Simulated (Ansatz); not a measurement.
Geometry optimisation, DFT PBE, scalar-relativistic, plane waves, PAW in Ansatz.

The input (input.yaml):

```yaml
crystal:
  lattice:
    - [6.62, 0.0, 0.0]
    - [0.0, 6.62, 0.0]
    - [0.0, 0.0, 6.62]
  atoms:
    - { symbol: Ta, position: [0.0, 0.0, 0.0] }
    - { symbol: Ta, position: [0.5, 0.0, 0.0] }
    - { symbol: Ta, position: [0.0, 0.5, 0.0] }
    - { symbol: Ta, position: [0.0, 0.0, 0.5] }
    - { symbol: Ta, position: [0.25, 0.25, 0.25] }
    - { symbol: Ta, position: [0.5, 0.5, 0.0] }
    - { symbol: Ta, position: [0.5, 0.0, 0.5] }
    - { symbol: Ta, position: [0.75, 0.25, 0.25] }
    - { symbol: Ta, position: [0.0, 0.5, 0.5] }
    - { symbol: Ta, position: [0.25, 0.75, 0.25] }
    - { symbol: Ta, position: [0.25, 0.25, 0.75] }
    - { symbol: Ta, position: [0.5, 0.5, 0.5] }
    - { symbol: Ta, position: [0.75, 0.75, 0.25] }
    - { symbol: Ta, position: [0.75, 0.25, 0.75] }
    - { symbol: Ta, position: [0.25, 0.75, 0.75] }
    - { symbol: Ta, position: [0.75, 0.75, 0.75] }
    - { symbol: C, position: [0.2581892, 0.8682444, 0.0037027] }
basis:
  ecutwfc: 420.0
kpoints:
  mp_grid: { grid: [3, 3, 3] }
hamiltonian:
  xc: pbe
scf:
  occupations: { method: fermi_dirac, width: 0.15 }
  lower_state_search: "off"
relax:
  f_tol: 0.03
  max_steps: 60
  adjacent_minimum: "off"
```

Run as:

```bash
$ ansatz run input.yaml --threads 4 --pin off --max-ram 10240MiB --backend cpu --events-out ev --progress --plain --runs-dir out
```

Problem. Where does it end, and by what steps?

Solution. The forces met the threshold. Limits of this set-up: coarse k mesh. After 7 steps the energy has fallen by 3.398 eV; C17 moved furthest, 0.74 Å.

```csv
step,energy less start (eV),largest force component (eV/Å),accepted
0,0.0000,7.247,yes
1,-1.2586,1.494,yes
2,-2.2401,0.567,yes
3,-2.4989,1.743,yes
4,-2.8848,1.820,yes
5,-3.2702,1.003,yes
6,-3.3972,0.068,yes
7,-3.3978,0.005,yes
```

```xyz
17
Lattice="6.6200 0.0000 0.0000 0.0000 6.6200 0.0000 0.0000 0.0000 6.6200" Properties=species:S:1:pos:R:3
Ta 0.061 -0.012 0.001
Ta 3.255 -0.012 0.001
Ta 0.061 3.414 0.001
Ta -0.078 0.127 3.312
Ta 1.658 1.701 1.663
Ta 3.255 3.414 0.001
Ta 3.394 0.127 3.312
Ta 4.968 1.701 1.603
Ta -0.078 3.274 3.312
Ta 1.658 5.011 1.975
Ta 1.658 1.701 4.960
Ta 3.395 3.274 3.312
Ta 4.968 5.011 1.663
Ta 4.968 1.701 5.020
Ta 1.658 5.011 4.647
Ta 4.968 5.011 4.961
C 1.658 5.012 0.001
```

Whether the end is a true minimum wasn't checked by a vibrational analysis.

Run time: 53 s on 4 threads of AMD EPYC 9R14 (Zen 4), on a shared host, peak memory 1.2 GiB.
